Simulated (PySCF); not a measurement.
# GeFOH: structure of the singlet

Where does singlet GeFOH go from a linear start, is the end point a minimum, and what are its modes, charges and moments?

Program: PySCF 2.14.0. Level of theory: PBE0, basis Ge def2-TZVP, F def2-TZVP, O def2-TZVP, H def2-TZVP, no relativity, density fitting. These are calculated values, not measurements.

### Step 1. Where the work starts

4 atoms, charge 0, spin multiplicity 1.

Bond lengths: Ge1–F2 1.850 Å, Ge1–O3 1.840 Å, O3–H4 0.960 Å. Angles: F2–Ge1–O3 180.0°, Ge1–O3–H4 130.0°.

```xyz
4
charge 0 multiplicity 1
Ge    0.0000    0.0000    0.0000
F     0.0000    0.0000    1.8500
O     0.0000    0.0000   -1.8400
H     0.7354    0.0000   -2.4571
```

### Step 2. First SCF at the start

The steps below are one call of a driver around PySCF. For each, scf.py gives the equivalent set-up of the SCF; relaxations use the driver's own optimiser. After this first run the driver tries any further starts and a stability analysis.

Input file scf.py:

```python
from pyscf import gto, scf, dft
mol = gto.M(atom='''
Ge     0.000000     0.000000     0.000000
F      0.000000     0.000000     1.850000
O      0.000000     0.000000    -1.840000
H      0.735400     0.000000    -2.457100''',
    basis={'Ge': 'def2-TZVP', 'F': 'def2-TZVP', 'O': 'def2-TZVP', 'H': 'def2-TZVP'},
    charge=0, spin=0)
mf = dft.RKS(mol, xc='PBE0')
mf.grids.atom_grid = (50, 194)
aux = {'Ge': 'def2-universal-JKFIT', 'F': 'def2-universal-JKFIT', 'O': 'def2-universal-JKFIT', 'H': 'def2-universal-JKFIT'}
mf = mf.density_fit(auxbasis=aux)
mf.conv_tol = 1e-08
mf.diis_space = 10
mf.max_cycle = 60
mf.init_guess = 'minao'
mf.verbose = 4
mf.kernel()
```

Run with:

```bash
$ OMP_NUM_THREADS=4 python axn.py task.json out
```

What it wrote:

```text
init E= -2251.6464630514
  HOMO = -0.272261174430064  LUMO = -0.0962730114850045  gap/eV = 4.78888
cycle= 1 E= -2252.05651050514  delta_E= -0.41  |g|= 1.24  |ddm|= 1.84
  HOMO = -0.136901136689643  LUMO = -0.0689762925074554  gap/eV = 1.84833
cycle= 2 E= -2250.45132581279  delta_E= 1.61  |g|= 3.01  |ddm|= 2.24
  HOMO = -0.254858687373179  LUMO = -0.0871069962190236  gap/eV = 4.56476
cycle= 3 E= -2252.28052454685  delta_E= -1.83  |g|= 0.322  |ddm|= 1.83
  HOMO = -0.255168367337902  LUMO = -0.0963860838496646  gap/eV = 4.32069
cycle= 4 E= -2252.29462727051  delta_E= -0.0141  |g|= 0.23  |ddm|= 0.361
  HOMO = -0.259086400256813  LUMO = -0.099493858643154  gap/eV = 4.34273
cycle= 5 E= -2252.30232089955  delta_E= -0.00769  |g|= 0.0861  |ddm|= 0.152
  HOMO = -0.260274218184684  LUMO = -0.0980450516920719  gap/eV = 4.41448
cycle= 6 E= -2252.30342197866  delta_E= -0.0011  |g|= 0.0151  |ddm|= 0.0511
  HOMO = -0.259161598163402  LUMO = -0.0963717171100568  gap/eV = 4.42974
cycle= 7 E= -2252.30346735557  delta_E= -4.54e-05  |g|= 0.00357  |ddm|= 0.0145
  HOMO = -0.259532014871475  LUMO = -0.0965185537148068  gap/eV = 4.43582
cycle= 8 E= -2252.30346948092  delta_E= -2.13e-06  |g|= 0.000563  |ddm|= 0.00287
  HOMO = -0.259547733905059  LUMO = -0.0965260092137401  gap/eV = 4.43605
cycle= 9 E= -2252.30346956661  delta_E= -8.57e-08  |g|= 0.000188  |ddm|= 0.00106
  HOMO = -0.259548972487288  LUMO = -0.0965239539735678  gap/eV = 4.43614
cycle= 10 E= -2252.30346957698  delta_E= -1.04e-08  |g|= 4.19e-05  |ddm|= 0.000224
  HOMO = -0.259547470390402  LUMO = -0.0965243457348578  gap/eV = 4.43609
cycle= 11 E= -2252.30346957755  delta_E= -5.69e-10  |g|= 1.25e-05  |ddm|= 6.75e-05
  HOMO = -0.259547127940145  LUMO = -0.0965245960762432  gap/eV = 4.43607
Extra cycle  E= -2252.30346957748  delta_E= 6.68e-11  |g|= 2.29e-05  |ddm|= 2.51e-05
converged SCF energy = -2252.30346957748
```

This step, with its further starts and checks, took 7.7 s on 4 threads of Arm Neoverse V1, shared host.

The starts that the driver tried:

| start | energy (Eh) |
| --- | --- |
| the minimal-basis guess | -2252.303470 |
| a thermally smeared density | -2252.303470 |
| a smeared PBE density | -2252.303470 |

The test of internal stability and the other starts found no lower closed-shell solution.

### Step 3. Relaxing the singlet from the linear start

The program finds Cs symmetry in the start, which this walk keeps. Threshold on the gradient: 0.0003 Eh/bohr, with a further test on the energy change.

scf.py: that of step 2 with these lines changed.

```diff
@@ -3,4 +3,4 @@
-Ge     0.000000     0.000000     0.000000
-F      0.000000     0.000000     1.850000
-O      0.000000     0.000000    -1.840000
-H      0.735400     0.000000    -2.457100''',
+Ge    -0.006743     0.000000    -0.029476
+F     -0.006743     0.000000     1.820524
+O     -0.006743     0.000000    -1.869476
+H      0.728657     0.000000    -2.486576''',
@@ -16 +15,0 @@
-mf.init_guess = 'minao'
```

Steps of the walk:

| step | energy (Eh) | change (kJ/mol) | largest symmetric gradient (Eh/bohr) |
| --- | --- | --- | --- |
| 0 | -2252.303470 | 0.00 | 0.01359 |
| 1 | -2252.307984 | -11.85 | 0.02448 |
| 2 | -2252.319684 | -42.57 | 0.02781 |
| 3 | -2252.333936 | -79.99 | 0.03620 |
| 4 | -2252.351826 | -126.96 | 0.04532 |
| 5 | -2252.366489 | -165.46 | 0.02148 |
| 6 | -2252.372345 | -180.83 | 0.01606 |
| 7 | -2252.374041 | -185.28 | 0.01743 |
| 8 | -2252.374211 | -185.73 | 0.07753 |
| 9 | -2252.379688 | -200.11 | 0.01076 |
| 10 | -2252.380837 | -203.13 | 0.01557 |
| 11 | -2252.381108 | -203.84 | 0.02646 |
| 12 | -2252.381942 | -206.03 | 0.01625 |
| 13 | -2252.382635 | -207.85 | 0.00937 |
| 14 | -2252.383297 | -209.59 | 0.00629 |
| 15 | -2252.383512 | -210.15 | 0.00097 |
| 16 | -2252.383504 | -210.13 | 0.00350 |
| 17 | -2252.383519 | -210.17 | 0.00017 |
| 18 | -2252.383519 | -210.17 | 0.00008 |

The walk took 24 s.

Positions (Å) and forces (eV/Å) along the way:

```
step 0
Ge  -0.007   0.000  -0.029  -0.699   0.000   0.119
F   -0.007   0.000   1.821   0.273   0.000   0.130
O   -0.007   0.000  -1.869   0.396   0.000   0.158
H    0.729   0.000  -2.487   0.030   0.000  -0.407
step 1
Ge  -0.094   0.000  -0.026  -1.258   0.000   0.135
F    0.038   0.000   1.831   0.564   0.000  -0.232
O    0.015   0.000  -1.873   0.778   0.000   0.338
H    0.749   0.000  -2.497  -0.083   0.000  -0.241
step 9
Ge  -0.812   0.000  -0.077   0.323   0.000  -0.275
F    0.533   0.000   1.062   0.042   0.000  -0.029
O    0.037   0.000  -1.631  -0.546   0.000  -0.138
H    0.951   0.000  -1.919   0.180   0.000   0.441
step 18
Ge  -0.834   0.000  -0.119  -0.005   0.000  -0.003
F    0.622   0.000   0.882  -0.002   0.000   0.003
O   -0.021   0.000  -1.692   0.007   0.000  -0.002
H    0.941   0.000  -1.635  -0.001   0.000   0.003
```

It settles in Cs symmetry, 210.2 kJ/mol below the start, after 18 steps: Ge–F 1.767 Å, Ge–O 1.771 Å, O–H 0.964 Å; F–Ge–O 97.2°, Ge–O–H 113.9°.

### Step 4. Vibrations and properties at this point

On the finer grid the gradient is checked again; gradients at displacements of ±0.02 bohr then give force constants and infrared intensities.

scf.py: that of step 3 with these lines changed.

```diff
@@ -3,4 +3,4 @@
-Ge    -0.006743     0.000000    -0.029476
-F     -0.006743     0.000000     1.820524
-O     -0.006743     0.000000    -1.869476
-H      0.728657     0.000000    -2.486576''',
+Ge    -0.386958     0.000000     0.069877
+F      1.070379     0.000000     1.068964
+O      0.426421     0.000000    -1.503200
+H      1.388695     0.000000    -1.444817''',
@@ -10 +10 @@
-mf.grids.atom_grid = (50, 194)
+mf.grids.atom_grid = (75, 302)
@@ -13 +13 @@
-mf.conv_tol = 1e-08
+mf.conv_tol = 1e-10
```

This SCF starts from the last density.

SCF at the final geometry:

```text
init E= -2252.38356830907
  HOMO = -0.307289926215722  LUMO = -0.074942498194325  gap/eV = 6.32250
cycle= 1 E= -2252.38356830908  delta_E= -1.36e-11  |g|= 7.23e-06  |ddm|= 5.53e-06
  HOMO = -0.307290125004066  LUMO = -0.0749423495470509  gap/eV = 6.32251
Extra cycle  E= -2252.38356830906  delta_E= 1.73e-11  |g|= 1.26e-05  |ddm|= 9.04e-06
converged SCF energy = -2252.38356830906
```

The whole step took 36 s.

Geometry: Cs; Ge–F 1.767 Å, Ge–O 1.771 Å, O–H 0.964 Å; F–Ge–O 97.1°, Ge–O–H 113.9°.

Harmonic modes (main isotopes):

```json
{"symmetry": "a'", "ω (cm⁻¹)": "252", "IR (km/mol)": "27.2", "μ (u)": "6.32"}
{"symmetry": "a''", "ω (cm⁻¹)": "502", "IR (km/mol)": "142", "μ (u)": "1.13"}
{"symmetry": "a'", "ω (cm⁻¹)": "639", "IR (km/mol)": "112", "μ (u)": "17.41"}
{"symmetry": "a'", "ω (cm⁻¹)": "714", "IR (km/mol)": "127", "μ (u)": "16.24"}
{"symmetry": "a'", "ω (cm⁻¹)": "812", "IR (km/mol)": "61.2", "μ (u)": "1.16"}
{"symmetry": "a'", "ω (cm⁻¹)": "3843", "IR (km/mol)": "71.8", "μ (u)": "1.07"}
```

All wavenumbers are real: a minimum.

Properties at this point:

```yaml
Dipole_moment: 0.59 D
Highest_occupied_level: -8.36 eV
Lowest_empty_level: -2.04 eV
Rotational_constants: 0.4756, 0.2695, 0.172 cm⁻¹
Zero-point_energy: 40.4 kJ/mol
Principal_polarisabilities: 27.2, 31.6, 35.6 bohr³
Atomisation_energy_without_zero-point_energy: 1398 kJ/mol
Principal_traceless_quadrupole_moments_about_the_centre_of_mass: -8.06, 3.62, 4.44 D Å
Entropy_at_298.15_K_and_1_bar: 280.6 J/(mol K)
Heat_capacity_Cp_at_298.15_K: 55.8 J/(mol K)
Enthalpy_at_298.15_K_above_0_K: 12.61 kJ/mol
Rotational_symmetry_number: 1
```

Charges (e) and bond orders:

| atom | Mulliken | Löwdin | polar tensor | Mayer order to Ge1 |
| --- | --- | --- | --- | --- |
| Ge1 | 0.63 | 0.32 | 1.14 | – |
| F2 | -0.40 | -0.21 | -0.65 | 0.90 |
| O3 | -0.55 | -0.26 | -0.76 | 1.12 |
| H4 | 0.32 | 0.15 | 0.27 | 0.05 |

Outer orbital energies (eV). occupied: -27.84, -15.56, -13.50, -11.71, -11.57, -10.30, -9.76, -8.36; empty: -2.04, 0.29, 1.00, 2.59.

Mulliken populations on Ge1: s 7.87, p 13.19, d 10.24, f 0.07.

### Step 5. Would spin polarisation lower it?

At the lowest minimum the closed shell is tested against spin polarisation, on the (50, 194) grid. It is stable.

### Step 6. Results

| quantity | value |
| --- | --- |
| minimum | singlet, Cs |
| geometry | Ge–F 1.767 Å, Ge–O 1.771 Å, O–H 0.964 Å; F–Ge–O 97.1°, Ge–O–H 113.9° |
| wavenumbers (cm⁻¹) | 252 (a'), 502 (a''), 639 (a'), 714 (a'), 812 (a'), 3843 (a') |
| dipole moment | 0.59 D |
| highest occupied, lowest empty level | -8.36, -2.04 eV |
| polar-tensor charge of Ge1 | +1.14 e |
| zero-point energy | 40.4 kJ/mol |
| entropy at 298.15 K | 280.6 J/(mol K) |
| atomisation energy (no zero-point energy) | 1398 kJ/mol |

**Reading.** The linear start keeps its Cs symmetry and ends in a minimum. In the infrared the band at 502 cm⁻¹ (a'') leads. Only this shape and spin were tried, so other structures or states may lie lower.

The search up to here took 71 s on 4 threads of Arm Neoverse V1, shared host.
